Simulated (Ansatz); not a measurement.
# TlSn: the cost of one run

Program: Ansatz 0.2.0. Level of theory: DFT PBEsol, scalar-relativistic, plane waves, PAW. These are calculated values, not measurements.

1 further run of the same task is left out (it didn't finish).

**1. The starting structure**

The structure is tetragonal, space group P4/mmm (No. 123). Conventional cell: a = 3.615 Å, b = 3.615 Å, c = 4.375 Å, α = 90.00°, β = 90.00°, γ = 90.00°. Tl (site symmetry 4/mmm) has 8 Sn at 3.36 Å and 4 Tl at 3.61 Å as nearest neighbours. Around Sn (site symmetry 4/mmm) lie 8 Tl at 3.36 Å and 4 Sn at 3.61 Å.

Coordinates:

```
Tl Sn
1.0
     3.61473    0.00000    0.00000
     0.00000    3.61473    0.00000
     0.00000    0.00000    4.37500
Tl Sn
1 1
Direct
  0.00000 0.00000 0.00000
  0.50000 0.50000 0.50000
```

The structure comes from the Crystallography Open Database.

(A quick probe on a coarse mesh, which set the mesh and smearing, is not shown.)

**3. The relaxation**

Contents of input.yaml:

```yaml
crystal:
  lattice:
    - [3.6147290223, 0.0, 0.0]
    - [0.0, 3.6147290223, 0.0]
    - [0.0, 0.0, 4.3749989796]
  atoms:
    - { symbol: Tl, position: [0.0, 0.0, 0.0] }
    - { symbol: Sn, position: [0.5, 0.5, 0.5] }
basis:
  ecutwfc: 420
kpoints:
  mp_grid: { grid: [12, 12, 10] }
hamiltonian:
  xc: pbesol
scf:
  occupations: { method: gaussian, width: 0.1 }
output:
  forces: true
  stress: true
  eigenvalues: true
  write_density: true
  write_potential: true
  elf: true
  volumetric_format: npy
relax:
  adjacent_minimum: "off"
  f_tol: 0.005
  max_steps: 80
  cell: { stress_tol: 0.05 }
```

On the command line:

```console
> ansatz run input.yaml --threads 2 --pin off --max-ram 5632MiB --backend cpu --events-out ev --progress --plain --runs-dir out
```

**Question.** How long does this run take on 2 threads of Arm Neoverse V1, shared host, and how much memory does it need?

About 63 s, with a peak of 0.45 GiB.
